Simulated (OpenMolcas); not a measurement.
**CH3BCl2O (methoxydichloroborane), step by step**

Wanted: a single-point energy (HF/ANO-R0), then the energy (CASSCF(2,2)/ANO-R1), then an energy scan (CASPT2(2,2)/ANO-R1), then the energy along one coordinate (SC-NEVPT2(2,2)/ANO-R1), then an energy scan (MC-PDFT[tPBE](2,2)/ANO-R1) of CH3BCl2O (methoxydichloroborane). 

The calculation is run with OpenMolcas 26.06.

## 1. The system as given

CH3BCl2O has 8 atoms, charge 0, and is taken as a singlet. As SMILES, `COB(Cl)Cl`. Geometry: relaxed at PBE0-D4/def2-TZVP.

Bond lengths: C1–O2 1.417 Å, O2–B3 1.331 Å, B3–Cl4 1.752 Å, B3–Cl5 1.763 Å, C1–H6 1.090 Å, C1–H7 1.091 Å, C1–H8 1.091 Å. Angles: C1–O2–B3 126.0°, O2–B3–Cl4 118.1°, O2–B3–Cl5 123.2°, Cl4–B3–Cl5 118.7°, O2–C1–H6 107.8°, O2–C1–H7 111.7°, O2–C1–H8 108.7°, H6–C1–H7 109.9°, H6–C1–H8 109.2°, H7–C1–H8 109.6°.

## 2. The energy at HF/ANO-R0 (sfX2C) (run 1)

struct.xyz reads:

```xyz
8

C     -0.173000    -0.644100     0.940400
O      0.000100    -0.547100    -0.462300
B      0.213000     0.573500    -1.147500
Cl     0.382900     0.455700    -2.887600
Cl     0.331800     2.160700    -0.389600
H      0.452100    -1.462400     1.297300
H      0.104200     0.282000     1.445200
H     -1.218800    -0.875400     1.148200
```

step1.input reads:

```
* CH3BCl2O Hartree-Fock

&GATEWAY
 COORD=struct.xyz
 BASIS=ANO-R0
 GROUP=NoSym

&SEWARD

&SCF
 PRORBITALS=0

&LOCALISATION
 OCCUPIED
 FREEZE
 PIPEK-MEZEY

&LOCALISATION
 FILEORB=$Project.LocOrb
 VIRTUAL
 PIPEK-MEZEY
```

Launch:

```bash
$ export MOLCAS_MEM=1860
$ pymolcas step1.input > step1.log
```

Output:

```text
--- Start Module: gateway ---
[...]
--- Stop Module: gateway /rc=_RC_ALL_IS_WELL_ ---
[...]
      Basis functions           36
[...]
       Convergence after  11 Iterations
[...]
::    Total SCF energy                              -1060.6937845500
[...]
      Total spin, S                                     0.0000000000
[...]
      Total electronic charge=   56.000000
      Total            charge=   -0.000000
[...]
      Dipole Moment (debye):
      Origin of the operator (angstrom)=    0.2197    0.7078   -1.0666
                   X= -3.6051E-01               Y= -1.1087E+00               Z=  1.9147E+00           Total=  2.2417E+00
      Quadrupole Moment (debye*angstrom):
[...]
--- Start Module: localisation ---
[...]
--- Stop Module: localisation /rc=_RC_ALL_IS_WELL_ ---
--- Start Module: localisation ---
[...]
--- Stop Module: localisation /rc=_RC_ALL_IS_WELL_ ---
[...]
```

It took 5.4 s on 1 thread of Intel Xeon Platinum 8259CL at 2.50GHz (Skylake/Cascade Lake), shared host; peak memory 0.38 GiB.

## 3. The energy at CASSCF(2,2)/ANO-R1 (sfX2C, RICD fitting) (run 2)

struct.xyz is that of step 2.

step2.input reads:

```
&gateway
  coord=struct.xyz
  basis=ANO-R0
  group=NoSym

&seward

&rasscf
  fileorb=$CurrDir/step1.LocOrb
  alter=2
  1 17 28
  1 29 32
  spin=1
  nactel=2 0 0
  inactive=27
  ras2=2
  orblisting=Nothing
>>> COPY $Project.RunFile RUNFIL1
>>> COPY $Project.RasOrb INPORB

&gateway
  coord=struct.xyz
  basis=ANO-R1
  group=NoSym
  ricd

&seward
>>> COPY $Project.RunFile RUNFIL2

&expbas

&rasscf
  fileorb=$Project.ExpOrb
  spin=1
  nactel=2 0 0
  inactive=27
  ras2=2
  orblisting=Nothing
```

Launch:

```bash
$ export MOLCAS_MEM=1860
$ pymolcas step2.input > step2.log
```

Output:

```text
--- Start Module: gateway ---
[...]
      Basis functions           36
[...]
      Number of active orbitals                  2
[...]
      Spin quantum number                      0.0
[...]
      Active orbitals                            2
[...]
      Number of CSFs                             3
[...]
      Number of root(s) required                 1
[...]
      Convergence after 12 iterations
[...]
      printout of CI-coefficients larger than  0.05 for root  1
      energy=   -1060.704392
      conf/sym  11     Coeff  Weight
             1  20   0.99566 0.99134
             3  02  -0.09305 0.00866
      Natural orbitals and occupation numbers for root  1
      sym 1:   1.982682   0.017318
      ************************************************************************************************************************
      *                                                    Final results                                                     *
[...]
::    RASSCF root number  1 Total energy:  -1060.70439173
[...]
      Basis functions           93
[...]
      Convergence after 13 iterations
[...]
      Natural orbitals and occupation numbers for root  1
      sym 1:   1.982480   0.017520
      ************************************************************************************************************************
      *                                                    Final results                                                     *
[...]
::    RASSCF root number  1 Total energy:  -1061.28730991
[...]
      Total electronic charge=   56.000000
      Total            charge=   -0.000000
[...]
      Dipole Moment (debye):
      Origin of the operator (angstrom)=    0.2197    0.7078   -1.0666
                   X= -3.6880E-01               Y= -7.1874E-01               Z=  2.3697E+00           Total=  2.5036E+00
      Quadrupole Moment (debye*angstrom):
[...]
```

It took 16 s on 1 thread of Intel Xeon Platinum 8259CL at 2.50GHz (Skylake/Cascade Lake), shared host; peak memory 0.38 GiB.

## 4. An energy scan at CASPT2(2,2)/ANO-R1 (sfX2C, RICD fitting, ipea shift 0.25 Eh, pt2 variant SS) (run 3)

step3.input reads:

```
* CH3BCl2O CASPT2
>>> EXPORT MOLCAS_PRINT=2
>>> COPY $CurrDir/step2.RasOrb $Project.RasOrb
>>> ForEach K in (1, 2, 3, 4, 5, 6, 7, 8, 9)
&GATEWAY
Coord = $CurrDir/point$K.xyz
Basis = ANO-R1
Group = NoSym
RICD
&SEWARD
&RASSCF
FileOrb = $Project.RasOrb
Spin = 1
Nactel = 2 0 0
Inactive = 27
Ras2 = 2
OrbListing = Nothing
&CASPT2
Imaginary = 0.2
Frozen = 13
>>> EndDo
```

Launch:

```bash
$ export MOLCAS_MEM=1860
$ pymolcas step3.input > step3.log
```

Output:

```text
[...]
      Basis functions           93
[...]
      Number of active orbitals                  2
[...]
      Spin quantum number                      0.0
[...]
      Active orbitals                            2
[...]
      Number of CSFs                             3
[...]
      Number of root(s) required                 1
[...]
      Convergence after  9 iterations
[...]
      printout of CI-coefficients larger than  0.05 for root  1
      energy=   -1061.276161
      conf/sym  11     Coeff  Weight
             1  20   0.99695 0.99392
             3  02  -0.07799 0.00608
      Natural orbitals and occupation numbers for root  1
      sym 1:   1.987837   0.012163
      ************************************************************************************************************************
      *                                                    Final results                                                     *
[...]
::    RASSCF root number  1 Total energy:  -1061.27616085
[...]
::    CASPT2 Root  1     Total energy:  -1061.95976173
[...]
      Convergence after  9 iterations
[...]
      Natural orbitals and occupation numbers for root  1
      sym 1:   1.982470   0.017530
      ************************************************************************************************************************
      *                                                    Final results                                                     *
[...]
      Convergence after  9 iterations
[...]
      Convergence after 10 iterations
[...]
      Convergence after  9 iterations
[...]
::    RASSCF root number  1 Total energy:  -1061.13317376
[...]
::    CASPT2 Root  1     Total energy:  -1061.80712744
[...]
      Convergence after  8 iterations
[...]
::    RASSCF root number  1 Total energy:  -1061.12381257
[...]
      Reference weight:           0.80816
[...]
::    CASPT2 Root  1     Total energy:  -1061.79577033
[...]
```

It took 1.7 min on 1 thread of Intel Xeon Platinum 8259CL at 2.50GHz (Skylake/Cascade Lake), shared host.

The scan, from its lowest point:

| H6–C1 (Å) | energy (kJ/mol) |
| --- | --- |
| 0.981 | 27.7 |
| 1.090 | 0.0 |
| 1.199 | 13.5 |
| 1.362 | 69.8 |
| 1.580 | 164.6 |
| 1.853 | 272.3 |
| 2.180 | 364.1 |
| 2.616 | 428.5 |
| 3.270 | 458.3 |

## 5. The energy along one coordinate at SC-NEVPT2(2,2)/ANO-R1 (sfX2C, RICD fitting, pt2 variant SC-NEVPT2) (run 4)

step4.input reads:

```
>>> COPY $CurrDir/step2.RasOrb $Project.RasOrb
>>> ForEach K in (1, 2, 3, 4, 5, 6, 7, 8, 9)

&gateway
  coord=$CurrDir/point$K.xyz
  basis=ANO-R1
  group=NoSym
  ricd

&seward

&rasscf
  fileorb=$Project.RasOrb
  spin=1
  nactel=2 0 0
  inactive=27
  ras2=2
  orblisting=Nothing

&caspt2
  sc-nevpt2
  frozen=13
>>> EndDo
```

Launch:

```bash
$ export MOLCAS_MEM=1860
$ pymolcas step4.input > step4.log
```

Output:

```text
--- Start Module: gateway ---
[...]
      Basis functions           93
[...]
      Number of active orbitals                  2
[...]
      Spin quantum number                      0.0
[...]
      Active orbitals                            2
[...]
      Number of CSFs                             3
[...]
      Number of root(s) required                 1
[...]
      Convergence after  9 iterations
[...]
      printout of CI-coefficients larger than  0.05 for root  1
      energy=   -1061.276161
      conf/sym  11     Coeff  Weight
             1  20   0.99695 0.99392
             3  02  -0.07799 0.00608
      Natural orbitals and occupation numbers for root  1
      sym 1:   1.987837   0.012163
      ************************************************************************************************************************
      *                                                    Final results                                                     *
[...]
::    RASSCF root number  1 Total energy:  -1061.27616085
[...]
::    SC-NEVPT2 Root  1     Total energy:  -1061.95628315
[...]
      Convergence after  9 iterations
[...]
      Natural orbitals and occupation numbers for root  1
      sym 1:   1.982470   0.017530
      ************************************************************************************************************************
      *                                                    Final results                                                     *
[...]
      Convergence after  9 iterations
[...]
      Convergence after 10 iterations
[...]
      Convergence after  9 iterations
[...]
::    RASSCF root number  1 Total energy:  -1061.13317376
[...]
::    SC-NEVPT2 Root  1     Total energy:  -1061.80390116
[...]
      Convergence after  8 iterations
[...]
::    RASSCF root number  1 Total energy:  -1061.12381257
[...]
::    SC-NEVPT2 Root  1     Total energy:  -1061.79277989
[...]
```

It took 100 s on 1 thread of Intel Xeon Platinum 8259CL at 2.50GHz (Skylake/Cascade Lake), shared host.

The scan, from its lowest point:

| H6–C1 (Å) | energy (kJ/mol) |
| --- | --- |
| 0.981 | 28.6 |
| 1.090 | 0.0 |
| 1.199 | 12.8 |
| 1.362 | 68.2 |
| 1.580 | 162.6 |
| 1.853 | 270.9 |
| 2.180 | 363.8 |
| 2.616 | 428.7 |
| 3.270 | 457.9 |

## 6. An energy scan at MC-PDFT[tPBE](2,2)/ANO-R1 (sfX2C, RICD fitting) (run 5)

step5.inp reads:

```
>>> COPY $CurrDir/step2.RasOrb $Project.RasOrb
>>> ForEach K in (1, 2, 3, 4, 5, 6, 7, 8, 9)

&gateway
 coord = $CurrDir/point$K.xyz
 basis = ANO-R1
 group = NoSym
 ricd

&seward

&rasscf
 fileorb = $Project.RasOrb
 spin = 1
 nactel = 2 0 0
 inactive = 27
 ras2 = 2
 orblisting = Nothing

&mcpdft
 ksdft = T:PBE
>>> EndDo
```

Launch:

```bash
$ export MOLCAS_MEM=1860
$ pymolcas step5.inp > step5.log
```

Output:

```text
--- Start Module: gateway ---
[...]
      Basis functions           93
[...]
      Number of active orbitals                  2
[...]
      Spin quantum number                      0.0
[...]
      Active orbitals                            2
[...]
      Number of CSFs                             3
[...]
      Number of root(s) required                 1
[...]
      Convergence after  9 iterations
[...]
      printout of CI-coefficients larger than  0.05 for root  1
      energy=   -1061.276161
      conf/sym  11     Coeff  Weight
             1  20   0.99695 0.99392
             3  02  -0.07799 0.00608
      Natural orbitals and occupation numbers for root  1
      sym 1:   1.987837   0.012163
      ************************************************************************************************************************
      *                                                    Final results                                                     *
[...]
::    RASSCF root number  1 Total energy:  -1061.27616085
[...]
::    MCPDFT root number  1 Total energy:  -1062.91101578
[...]
      Convergence after  9 iterations
[...]
      Natural orbitals and occupation numbers for root  1
      sym 1:   1.982470   0.017530
      ************************************************************************************************************************
      *                                                    Final results                                                     *
[...]
      Convergence after  9 iterations
[...]
      Convergence after 10 iterations
[...]
      Convergence after  9 iterations
[...]
::    RASSCF root number  1 Total energy:  -1061.13317376
[...]
::    MCPDFT root number  1 Total energy:  -1062.75027773
[...]
      Convergence after  8 iterations
[...]
::    RASSCF root number  1 Total energy:  -1061.12381257
[...]
::    MCPDFT root number  1 Total energy:  -1062.73793313
[...]
```

It took 1.8 min on 1 thread of Intel Xeon Platinum 8259CL at 2.50GHz (Skylake/Cascade Lake), shared host.

The scan, from its lowest point:

| H6–C1 (Å) | energy (kJ/mol) |
| --- | --- |
| 0.981 | 28.2 |
| 1.090 | 0.0 |
| 1.199 | 12.7 |
| 1.362 | 67.9 |
| 1.580 | 163.1 |
| 1.853 | 275.2 |
| 2.180 | 375.9 |
| 2.616 | 450.2 |
| 3.270 | 482.6 |

## 7. What came out

| quantity | value |
| --- | --- |
| run 1, HF/ANO-R0: total energy | -1060.69378 Eh |
| run 1, HF/ANO-R0: dipole moment | 2.24 D |
| run 1, HF/ANO-R0: HOMO energy | -11.54 eV |
| run 1, HF/ANO-R0: LUMO energy | 4.05 eV |
| run 1, HF/ANO-R0: HOMO–LUMO gap | 15.58 eV |
| run 2, CASSCF(2,2)/ANO-R1: total energy | -1061.28731 Eh |
| run 2, CASSCF(2,2)/ANO-R1: dipole moment (CASSCF density) | 2.50 D |
| run 3, CASPT2(2,2)/ANO-R1: lowest energy of the scan | -1061.97033 Eh |
| run 4, SC-NEVPT2(2,2)/ANO-R1: lowest energy of the scan | -1061.96718 Eh |
| run 5, MC-PDFT[tPBE](2,2)/ANO-R1: lowest energy of the scan | -1062.92174 Eh |

Mulliken charges (run 1, HF/ANO-R0) run from -0.77 on C1 to +0.31 on H6; they depend strongly on the basis. Mulliken charges (run 2, CASSCF(2,2)/ANO-R1) run from -0.28 on O2 to +0.30 on B3; they depend strongly on the basis.
